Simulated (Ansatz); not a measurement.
# AlFH₃NS: one species, many methods

The task here is to estimate one member of a computed series from the others.

Method: functionals in def2-TZVPP, the program's frozen cores in correlated methods; program: Ansatz 0.2.0, Gaussian basis.

Levels to be run: LDA (SPW92), PBE-D4, revPBE-D4, BLYP-D4, r2SCAN-D4, B97M-V, PBE0-D4, B3LYP-D4, r2SCANh-D4, r2SCAN0-D4, HSE06-D4, BHLYP-D4, CAM-B3LYP-D4, LC-ωPBE, ωB97X-V, ωB97M-V, B2PLYP, PBE-QIDH; CCSD(T)/def2-SVP; CCSD(T)/def2-TZVPP; CCSD(T)/def2-QZVPP; extrapolation to the limit; RPA on PBE.

## The geometry

All runs share one geometry, relaxed beforehand with PBE0-D4 in a triple-zeta def2 set.

SMILES `[NH2][Al]([F])[SH]`, 7 atoms, charge 0, spin multiplicity 1.

Atoms are counted from 1 here; the program's logs count them from 0.

Bond lengths: N1–Al2 1.752 Å, N1–H5 1.006 Å, N1–H6 1.006 Å, Al2–F3 1.648 Å, Al2–S4 2.172 Å, S4–H7 1.345 Å. Angles: Al2–N1–H5 124.5°, Al2–N1–H6 124.8°, H5–N1–H6 110.7°, N1–Al2–F3 119.4°, N1–Al2–S4 121.8°, F3–Al2–S4 118.8°, Al2–S4–H7 91.8°.

The first run:

Contents of in.yaml:

```yaml
crystal:
  periodic: [false, false, false]
  atoms:
    - {symbol: N, position_ang: [-0.857094, 0.816828, 0.836481]}
    - {symbol: Al, position_ang: [0.369649, -0.126075, 0.014811]}
    - {symbol: F, position_ang: [1.871876, -0.254690, 0.680212]}
    - {symbol: S, position_ang: [-0.032383, -1.136861, -1.865303]}
    - {symbol: H, position_ang: [-0.715309, 1.299956, 1.707969]}
    - {symbol: H, position_ang: [-1.797584, 0.950122, 0.504468]}
    - {symbol: H, position_ang: [1.222044, -1.617280, -1.924438]}
basis:
  gaussian: {orbitals: def2-TZVPP}
hamiltonian: {xc: lda}
output: {orbitals: {seedname: orbitals}}
```

The run is started by

```
ansatz run in.yaml --threads 2 --pin off --events-out ev --progress --plain --max-ram 32768MiB --backend cpu
```

Steps of the session up to this table: LDA; PBE-D4 (GGA); revPBE-D4 (GGA); BLYP-D4 (GGA); r2SCAN-D4 (meta-GGA); B97M-V (meta-GGA); PBE0-D4 (hybrid); B3LYP-D4 (hybrid); r2SCANh-D4 (hybrid); r2SCAN0-D4 (hybrid); HSE06-D4 (hybrid); BHLYP-D4 (hybrid); CAM-B3LYP-D4 (range-separated); LC-ωPBE (range-separated); ωB97X-V (range-separated); ωB97M-V (range-separated); B2PLYP (double hybrid); PBE-QIDH (double hybrid).

One table of the session follows, with a row left open; its other results are not shown here.

It belongs to the step «Frontier levels by functional». 

| functional | HOMO (eV) | gap (eV) |
| --- | --- | --- |
| LDA (SPW92) | -6.41 | 4.94 |
| PBE-D4 | -6.24 | 5.01 |
| revPBE-D4 | -6.18 | 5.07 |
| BLYP-D4 | -6.09 | 4.89 |
| r2SCAN-D4 | -6.54 | 5.80 |
| B97M-V | ? | ? |
| PBE0-D4 | -7.58 | 7.17 |
| B3LYP-D4 | -7.32 | 6.61 |
| r2SCANh-D4 | -7.04 | 6.56 |
| r2SCAN0-D4 | -7.78 | 7.67 |
| HSE06-D4 | -7.18 | 6.40 |
| BHLYP-D4 | -8.73 | 9.03 |
| CAM-B3LYP-D4 | -8.93 | 9.38 |
| LC-ωPBE | -10.38 | 12.10 |
| ωB97X-V | -9.98 | 11.49 |
| ωB97M-V | -9.82 | 10.98 |

**Question.** Estimate the row for B97M-V.

**Answer.** HOMO (eV): -6.57; gap (eV): 5.56. In the column «HOMO (eV)» it lies between r2SCANh-D4 (-7.04) and r2SCAN-D4 (-6.54).
